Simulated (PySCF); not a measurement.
# Si3NH9: electronic excitations and core binding energies

Wanted: the electronic excitations and core binding energies of Si3NH9 (`N[SiH2][SiH2][SiH3]`), by calculation.

Computed with PySCF 2.14.0, with density-fitted response routines of our own, on a single molecule in the gas phase. Atoms count from 0, in the outputs and in this text.

### 1 The starting structure

13 atoms, charge 0, multiplicity 1; geometry from: GFN2-xTB.

Bonds of the start (Å): N0–Si1 1.73, Si1–Si2 2.31, Si2–Si3 2.31, N0–H4 1.01, N0–H5 1.01, Si1–H6 1.48, Si1–H7 1.47, Si2–H8 1.48, Si2–H9 1.47, Si3–H10 1.47, Si3–H11 1.47, Si3–H12 1.47.

### 2 Excited states and response: CAM-B3LYP/def2-SVPD

The job: settings as JSON, then the geometry in Å.

```
{"job": {"kind": "uv", "xc": "CAM-B3LYP", "basis": "def2-SVPD", "nstates": 8, "ntriplets": 3}, "charge": 0, "multiplicity": 1}
N     -1.839208     0.904447    -0.181386
Si    -1.553894    -0.798583    -0.260785
Si     0.732853    -1.016953    -0.503685
Si     2.039776     0.791195     0.111615
H     -1.454283     1.502289    -0.894956
H     -2.762329     1.228758     0.058048
H     -2.334532    -1.476161    -1.317159
H     -2.112093    -1.284161     1.005745
H      1.050653    -1.368773    -1.902168
H      1.175638    -2.216136     0.230020
H      1.699187     1.292265     1.445521
H      3.480340     0.518180     0.137778
H      1.873503     1.924117    -0.807563
```

Level: TDDFT CAM-B3LYP/def2-SVPD, vertical, gas phase, core orbitals frozen in the response.

On the command line:

```console
> OMP_NUM_THREADS=1 python probes_run.py task.json out
```

This one command runs all jobs of the session in turn.

Output:

```text
coarse grid: 11520 points
cycle   1  E = -928.1680806022  dE = -1.006e-01  |g| = 3.922e-01  |ddm| = 3.946e+00
cycle   2  E = -928.1676299764  dE =  4.506e-04  |g| = 4.271e-01  |ddm| = 1.081e+00
cycle   3  E = -928.2072015923  dE = -3.957e-02  |g| = 3.806e-02  |ddm| = 4.491e-01
cycle   4  E = -928.2076361363  dE = -4.345e-04  |g| = 1.038e-02  |ddm| = 9.638e-02
cycle   5  E = -928.2076769379  dE = -4.080e-05  |g| = 2.224e-03  |ddm| = 2.863e-02
cycle   6  E = -928.2076789418  dE = -2.004e-06  |g| = 3.773e-04  |ddm| = 5.733e-03
final grid: 95120 points
cycle   7  E = -928.3223691802  dE = -7.250e-06  |g| = 2.403e-03  |ddm| = 2.434e-02
cycle   8  E = -928.3223687294  dE =  4.508e-07  |g| = 2.899e-03  |ddm| = 4.926e-03
cycle   9  E = -928.3223704983  dE = -1.769e-06  |g| = 7.887e-05  |ddm| = 2.761e-03
cycle  10  E = -928.3223705017  dE = -3.459e-09  |g| = 3.080e-05  |ddm| = 3.361e-04
cycle  11  E = -928.3223705022  dE = -4.115e-10  |g| = 6.687e-06  |ddm| = 8.829e-05
converged SCF energy = -928.3223705022

Static polarisability (au): isotropic 95.870, principal 80.422 91.936 115.253

Singlet excitations
state   eV       nm        f      main configurations
  1   5.7578    215.3   0.00573   H->L 0.93
  2   6.6841    185.5   0.00424   H->L+1 0.64, H-1->L 0.12, H-1->L+1 0.10
  3   6.8189    181.8   0.21038   H-1->L 0.65, H->L+1 0.16
  4   7.2047    172.1   0.01018   H->L+2 0.40, H-1->L+1 0.32
  5   7.2618    170.7   0.02102   H-2->L 0.52, H->L+2 0.21
  6   7.3124    169.6   0.07576   H-1->L+1 0.36, H-2->L 0.24, H->L+2 0.13
  7   7.3737    168.1   0.03372   H->L+3 0.72
  8   7.6720    161.6   0.02664   H->L+5 0.36, H->L+7 0.20, H-3->L 0.12

Triplet excitations (Tamm-Dancoff, eV): 5.3966 5.9835 6.1371
```

Wall time 30 s (1 thread of Arm Neoverse N1, shared host); peak memory 0.72 GiB.

Frontier orbitals and where they lie:

```csv
orbital,eV,atoms
HOMO−3,-10.68,"Si2 24 %, H9 16 %, Si3 15 %"
HOMO−2,-10.08,"Si2 32 %, Si3 17 %, Si1 12 %"
HOMO−1,-9.60,"Si2 28 %, Si3 22 %, Si1 18 %"
HOMO,-8.79,"N0 51 %, Si1 17 %, H6 11 %"
LUMO,0.29,"Si1 25 %, Si2 20 %, Si3 14 %"
LUMO+1,1.01,"Si2 32 %, Si3 17 %, Si1 17 %"
LUMO+2,1.19,"Si3 28 %, Si2 25 %, Si1 11 %"
```

With each of the 8 states as a Gaussian band of 0.4 eV half-width at 1/e, the curve within the window shown has maxima at 179 nm (ε 10,000) L/(mol cm). Beyond the last state computed it falls off for lack of states. The curve at chosen wavelengths:

(nm, ε (L/mol/cm)): (156, 1011), (159, 2113), (163, 4261), (166, 6021), (169, 7538), (173, 9051), (176, 9897), (180, 10340), (183, 9741), (186, 8270), (190, 5582), (193, 3658), (196, 2173), (200, 975), (203, 535), (206, 336), (210, 255), (213, 245), (216, 240), (220, 217), (223, 187), (227, 140), (230, 105), (233, 75), (237, 44), (240, 28)

Ground-state properties from the same run:

```csv
property,computed
dipole moment (D),1.18
polarisability (Å³),14.21
HOMO–LUMO gap (eV),9.08
−ε(HOMO) (eV),8.79
```

### 3 Core-electron binding energies: SCAN, X2C

The job, as its differences from that of step 2:

```diff
@@ -1,2 +1,2 @@
-{"job": {"kind": "uv", "xc": "CAM-B3LYP", "basis": "def2-SVPD", "nstates": 8, "ntriplets": 3}, "charge": 0, "multiplicity": 1}
+{"job": {"kind": "xps"}, "charge": 0, "multiplicity": 1}
 N     -1.839208     0.904447    -0.181386
```

Level: delta-SCF UKS SCAN, pcX-2 on the ionised atom, pcseg-1 elsewhere, spin-free X2C.

Output:

```text
ground state, core basis on atom 0 (N), 144 functions
  cycle   1  E = -930.22708611  |g| = 4.99e-01
  cycle   2  E = -930.11476122  |g| = 8.64e-01
  cycle   3  E = -930.28095588  |g| = 6.46e-02
  cycle   4  E = -930.28208766  |g| = 1.60e-02
  cycle   5  E = -930.28217132  |g| = 6.46e-03
  cycle   6  E = -930.28218584  |g| = 2.08e-03
  cycle   7  E = -930.28218588  |g| = 2.96e-04
  E(ground) = -930.37749393 Eh
hole in N 1s of atom 0
  cycle   1  E = -914.71575460  |g| = 1.86e+00
  cycle   2  E = -914.16634990  |g| = 2.00e+00
  cycle   3  E = -915.37442421  |g| = 3.47e-01
  cycle   4  E = -915.41349774  |g| = 7.15e-02
  cycle   5  E = -915.41636915  |g| = 2.67e-02
  cycle   6  E = -915.41695704  |g| = 5.13e-03
  cycle   7  E = -915.41697740  |g| = 1.82e-03
  cycle   8  E = -915.41698068  |g| = 7.44e-04
  cycle   9  E = -915.41698046  |g| = 2.62e-04
  E(ion) = -915.51070750 Eh   <S^2> = 0.7641   hole on atom = 1.000   binding energy = 404.546 eV
ground state, core basis on atom 1 (Si), 155 functions
  cycle   1  E = -930.36466608  |g| = 2.87e-01
  cycle   2  E = -930.36471073  |g| = 4.05e-02
  cycle   3  E = -930.36461933  |g| = 3.67e-02
  cycle   4  E = -930.36485459  |g| = 1.13e-02
  cycle   5  E = -930.36488207  |g| = 1.30e-03
  cycle   6  E = -930.36488418  |g| = 1.25e-04
  E(ground) = -930.42021899 Eh
hole in Si 1s of atom 1
  cycle   1  E = -861.44074082  |g| = 4.35e+00
  cycle   2  E = -861.30208813  |g| = 2.22e+00
  cycle   3  E = -861.96248931  |g| = 8.60e-01
  cycle   4  E = -862.45039053  |g| = 2.99e-01
  cycle   5  E = -862.49755665  |g| = 1.40e-01
  cycle   6  E = -862.50592967  |g| = 4.64e-02
  cycle   7  E = -862.50693803  |g| = 9.52e-03
  cycle   8  E = -862.50700832  |g| = 2.56e-03
  cycle   9  E = -862.50701018  |g| = 6.30e-04
  cycle  10  E = -862.50701141  |g| = 2.03e-04
  E(ion) = -862.57005056 Eh   <S^2> = 0.7522   hole on atom = 1.000   binding energy = 1846.297 eV
hole in Si 2p of atom 1
  cycle   1  E = -926.09919496  |g| = 1.24e+00
  cycle   2  E = -925.79385976  |g| = 1.21e+00
  cycle   3  E = -926.36126760  |g| = 3.03e-01
  cycle   4  E = -926.42387751  |g| = 1.12e-01
  cycle   5  E = -926.42839562  |g| = 6.77e-02
  cycle   6  E = -926.43070527  |g| = 7.58e-03
  cycle   7  E = -926.43074267  |g| = 2.79e-03
  cycle   8  E = -926.43074672  |g| = 3.98e-04
  E(ion) = -926.49760151 Eh   <S^2> = 0.7518   hole on atom = 1.002   binding energy = 106.740 eV
  2p3/2 = 106.514 eV   2p1/2 = 107.137 eV
ground state, core basis on atom 2 (Si), 155 functions
  cycle   1  E = -930.35812402  |g| = 2.85e-01
  cycle   2  E = -930.35820360  |g| = 2.96e-02
  cycle   3  E = -930.35817202  |g| = 2.56e-02
  cycle   4  E = -930.35833913  |g| = 7.60e-03
  cycle   5  E = -930.35835087  |g| = 1.64e-03
  cycle   6  E = -930.35835109  |g| = 1.11e-04
  E(ground) = -930.41373748 Eh
hole in Si 1s of atom 2
  cycle   1  E = -861.44338459  |g| = 4.35e+00
  cycle   2  E = -859.81839867  |g| = 2.49e+00
  cycle   3  E = -854.70999615  |g| = 2.71e+00
  cycle   4  E = -862.41380450  |g| = 4.14e-01
  cycle   5  E = -862.48867917  |g| = 2.08e-01
  cycle   6  E = -862.51864185  |g| = 6.61e-02
  cycle   7  E = -862.52102810  |g| = 2.57e-02
  cycle   8  E = -862.52132158  |g| = 8.52e-03
  cycle   9  E = -862.52136687  |g| = 2.49e-03
  cycle  10  E = -862.52136800  |g| = 4.36e-04
  E(ion) = -862.58455241 Eh   <S^2> = 0.7525   hole on atom = 1.000   binding energy = 1845.726 eV
hole in Si 2p of atom 2
  cycle   1  E = -926.09981734  |g| = 1.23e+00
  cycle   2  E = -925.37480724  |g| = 1.35e+00
  cycle   3  E = -926.24365742  |g| = 5.70e-01
  cycle   4  E = -926.43046508  |g| = 1.13e-01
  cycle   5  E = -926.43559247  |g| = 7.70e-02
  cycle   6  E = -926.43899023  |g| = 1.27e-02
  cycle   7  E = -926.43909758  |g| = 4.98e-03
  cycle   8  E = -926.43911723  |g| = 2.20e-03
  cycle   9  E = -926.43912171  |g| = 6.92e-04
  cycle  10  E = -926.43912175  |g| = 2.77e-04
  E(ion) = -926.50659075 Eh   <S^2> = 0.7523   hole on atom = 1.002   binding energy = 106.319 eV
  2p3/2 = 106.102 eV   2p1/2 = 106.724 eV
ground state, core basis on atom 3 (Si), 155 functions
  cycle   1  E = -930.35867613  |g| = 2.86e-01
  cycle   2  E = -930.35876301  |g| = 3.12e-02
  cycle   3  E = -930.35877041  |g| = 2.16e-02
  cycle   4  E = -930.35887371  |g| = 4.32e-03
  cycle   5  E = -930.35888357  |g| = 3.11e-04
  E(ground) = -930.41451027 Eh
hole in Si 1s of atom 3
  cycle   1  E = -861.44297760  |g| = 4.35e+00
  cycle   2  E = -859.73668281  |g| = 2.47e+00
  cycle   3  E = -852.39481628  |g| = 2.66e+00
  cycle   4  E = -862.43140115  |g| = 3.71e-01
  cycle   5  E = -862.48453696  |g| = 1.88e-01
  cycle   6  E = -862.50982669  |g| = 5.76e-02
  cycle   7  E = -862.51126867  |g| = 2.68e-02
  cycle   8  E = -862.51164209  |g| = 8.01e-03
  cycle   9  E = -862.51167985  |g| = 1.77e-03
  cycle  10  E = -862.51168266  |g| = 4.82e-04
  E(ion) = -862.57481556 Eh   <S^2> = 0.7523   hole on atom = 1.000   binding energy = 1846.012 eV
hole in Si 2p of atom 3
  cycle   1  E = -926.09970625  |g| = 1.23e+00
  cycle   2  E = -924.31210832  |g| = 1.58e+00
  cycle   3  E = -926.03854667  |g| = 7.95e-01
  cycle   4  E = -926.40550272  |g| = 1.56e-01
  cycle   5  E = -926.42528571  |g| = 1.13e-01
  cycle   6  E = -926.43183412  |g| = 2.60e-02
  cycle   7  E = -926.43225997  |g| = 6.04e-03
  cycle   8  E = -926.43228549  |g| = 1.50e-03
  cycle   9  E = -926.43228602  |g| = 4.97e-04
  E(ion) = -926.49925391 Eh   <S^2> = 0.7525   hole on atom = 1.002   binding energy = 106.540 eV
  2p3/2 = 106.338 eV   2p1/2 = 106.960 eV
```

Run time: 87 s. Hardware: 1 thread of Arm Neoverse N1, shared host; peak memory 0.61 GiB.

The holes in one table. −ε is the ground-state orbital energy:

```csv
hole,stands for,environment,ΔSCF (eV; 2p as the shell's mean),−ε (eV),⟨S²⟩
N1s on N0,N0,"nitrogen bonded to Si, 2 H",404.55,385.4,0.764
Si1s on Si1,Si1,"silicon bonded to N, Si, 2 H",1846.30,1793.3,0.752
Si2p on Si1,Si1,"silicon bonded to N, Si, 2 H",106.72,96.1,0.752
Si1s on Si2,Si2,"silicon bonded to 2 Si, 2 H",1845.73,1793.1,0.752
Si2p on Si2,Si2,"silicon bonded to 2 Si, 2 H",106.31,96.0,0.752
Si1s on Si3,Si3,"silicon bonded to Si, 3 H",1846.01,1793.1,0.752
Si2p on Si3,Si3,"silicon bonded to Si, 3 H",106.55,96.0,0.753
```

With the spin-orbit splitting: Si1 2p3/2 106.51, 2p1/2 107.14 eV; Si2 2p3/2 106.10, 2p1/2 106.72 eV; Si3 2p3/2 106.34, 2p1/2 106.96 eV. The table gives each 2p level as the mean over the whole 2p shell (two parts 2p3/2, one part 2p1/2), which differs a little from the single hole in the log.

### 4 Outcome

| quantity | value |
| --- | --- |
| lowest singlet (CAM-B3LYP/def2-SVPD) | 5.76 eV (215 nm), f = 0.006 |
| brightest single state of those computed | state 3, 6.82 eV, f = 0.210 |
| lowest triplet | 5.40 eV |
| Si1s binding energies, SCAN/pcX-2 | Si1 1846.30, Si3 1846.01, Si2 1845.73 eV |
| Si2p binding energies, SCAN/pcX-2 | Si1 106.72, Si3 106.55, Si2 106.31 eV |
| N1s binding energies, SCAN/pcX-2 | N0 404.55 eV |

**Reading.** The first singlet state (HOMO→LUMO 0.93) lies at 5.76 eV and is weak; of the 8 states computed, the strongest absorption comes from state 3 at 6.82 eV. The lowest triplet lies 0.36 eV below the lowest singlet (triplets in Tamm-Dancoff, singlets in full TDDFT). Si1 (silicon bonded to N, Si, 2 H) binds its Si1s electron 0.57 eV more tightly than Si2 (silicon bonded to 2 Si, 2 H). The Si2p levels kept as sound span 0.41 eV, from Si2 (silicon bonded to 2 Si, 2 H) up to Si1 (silicon bonded to N, Si, 2 H).
